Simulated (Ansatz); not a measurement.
# C2H3FSSi: one species, many methods

Aim: compute C2H3FSSi with functionals from several rungs and with coupled cluster. The yardstick is the atomisation energy at the CCSD(T) limit.

Method: functionals in def2-TZVPP, the program's frozen cores in correlated methods; program: Ansatz 0.2.0, Gaussian basis.

Levels to be run: LDA (SPW92), PBE-D4, revPBE-D4, BLYP-D4, r2SCAN-D4, B97M-V, PBE0-D4, B3LYP-D4, r2SCANh-D4, r2SCAN0-D4, HSE06-D4, BHLYP-D4, CAM-B3LYP-D4, LC-ωPBE, ωB97X-V, ωB97M-V, B2PLYP, PBE-QIDH; CCSD(T)/def2-SVP; CCSD(T)/def2-TZVPP; MP2/def2-QZVPP; extrapolation to the limit; RPA on PBE.

## 1. The relaxed structure

An earlier PBE0-D4 in a triple-zeta def2 set relaxation fixed the geometry.

SMILES `FC1=CS[SiH2]1`, 8 atoms, charge 0, spin multiplicity 1.

Atoms are counted from 1 here; the program's logs count them from 0.

Bond lengths: F1–C2 1.331 Å, C2–C3 1.335 Å, C2–Si5 1.857 Å, C3–S4 1.793 Å, C3–H6 1.085 Å, S4–Si5 2.164 Å, Si5–H7 1.482 Å, Si5–H8 1.482 Å. Angles: F1–C2–C3 126.0°, F1–C2–Si5 136.4°, C3–C2–Si5 97.6°, C2–C3–S4 108.8°, C2–C3–H6 129.7°, S4–C3–H6 121.5°, C3–S4–Si5 75.0°, C2–Si5–S4 78.6°, C2–Si5–H7 117.5°, C2–Si5–H8 117.6°, S4–Si5–H7 114.9°, S4–Si5–H8 114.9°, H7–Si5–H8 110.2°.

## 2. LDA

This LDA is Slater exchange with PW92 correlation.

Contents of in.yaml:

```yaml
crystal:
  periodic: [false, false, false]
  atoms:
    - {symbol: F, position_ang: [-0.142604, 0.331127, 2.154481]}
    - {symbol: C, position_ang: [0.068410, 0.067893, 0.866465]}
    - {symbol: C, position_ang: [1.137868, -0.546463, 0.355305]}
    - {symbol: S, position_ang: [0.945065, -0.659522, -1.423221]}
    - {symbol: Si, position_ang: [-0.840309, 0.347207, -0.728821]}
    - {symbol: H, position_ang: [2.015848, -0.940774, 0.855994]}
    - {symbol: H, position_ang: [-0.990456, 1.745634, -1.196426]}
    - {symbol: H, position_ang: [-2.101623, -0.402102, -0.939576]}
basis:
  gaussian: {orbitals: def2-TZVPP}
hamiltonian: {xc: lda}
output: {orbitals: {seedname: orbitals}}
```

The run is started by

```
> ansatz run in.yaml --threads 2 --pin off --events-out ev --progress --plain --max-ram 4352MiB
```

The runs that follow: PBE-D4 (GGA); revPBE-D4 (GGA); BLYP-D4 (GGA); r2SCAN-D4 (meta-GGA); B97M-V (meta-GGA); PBE0-D4 (hybrid); B3LYP-D4 (hybrid); r2SCANh-D4 (hybrid); r2SCAN0-D4 (hybrid); HSE06-D4 (hybrid); BHLYP-D4 (hybrid); CAM-B3LYP-D4 (range-separated); LC-ωPBE (range-separated); ωB97X-V (range-separated); ωB97M-V (range-separated); B2PLYP (double hybrid); PBE-QIDH (double hybrid); CCSD(T) in def2-SVP; CCSD(T) in def2-TZVPP; MP2 in def2-QZVPP; RPA on PBE orbitals.

**Question.** What will the summary of the whole plan be? Wanted: atomisation energy, CCSD(T)/CBS; farthest beyond LDA; mean size of error, GGA; mean size of error, meta-GGA; mean size of error, hybrid; mean size of error, range-separated; mean size of error, double hybrid; gap, smallest and largest; T1 diagnostic.

The runs gave:

```
                               quantity                                                           value
        atomisation energy, CCSD(T)/CBS                                                   3003.3 kJ/mol
 functionals within 15.0 kJ/mol (0.5 %)  BLYP-D4, B3LYP-D4, r2SCANh-D4, CAM-B3LYP-D4, LC-ωPBE, PBE-QIDH
                    farthest beyond LDA                                        BHLYP-D4 (-124.3 kJ/mol)
                mean size of error, GGA                                                     45.3 kJ/mol
           mean size of error, meta-GGA                                                     28.2 kJ/mol
             mean size of error, hybrid                                                     40.9 kJ/mol
    mean size of error, range-separated                                                     11.8 kJ/mol
      mean size of error, double hybrid                                                     21.8 kJ/mol
              gap, smallest and largest                       3.72 eV (LDA (SPW92)), 10.64 eV (LC-ωPBE)
                          T1 diagnostic                                                          0.0137
triples share of the correlation energy                                                           4.4 %
```

**Reading.** LDA overbinds by 530.2 kJ/mol (18 %). PBE-D4 is off by +111.6 kJ/mol. Double hybrids carry the basis error of their MP2 part in triple zeta, and no dispersion term here, so their miss is partly the set-up's. By mean error the best rung here is range-separated (11.8 kJ/mol) and the worst beyond LDA is GGA (45.3 kJ/mol). Misses under about 15.0 kJ/mol are within the doubt on the reference itself, which lacks core-valence correlation, relativity and higher excitations. Hartree-Fock recovers 70 % of the binding; the rest is correlation. CCSD(T) in def2-SVP is off by -207.7 kJ/mol, worse than the median functional, from the basis alone. Orbital gaps span 3.7 to 10.6 eV; exact exchange widens them.
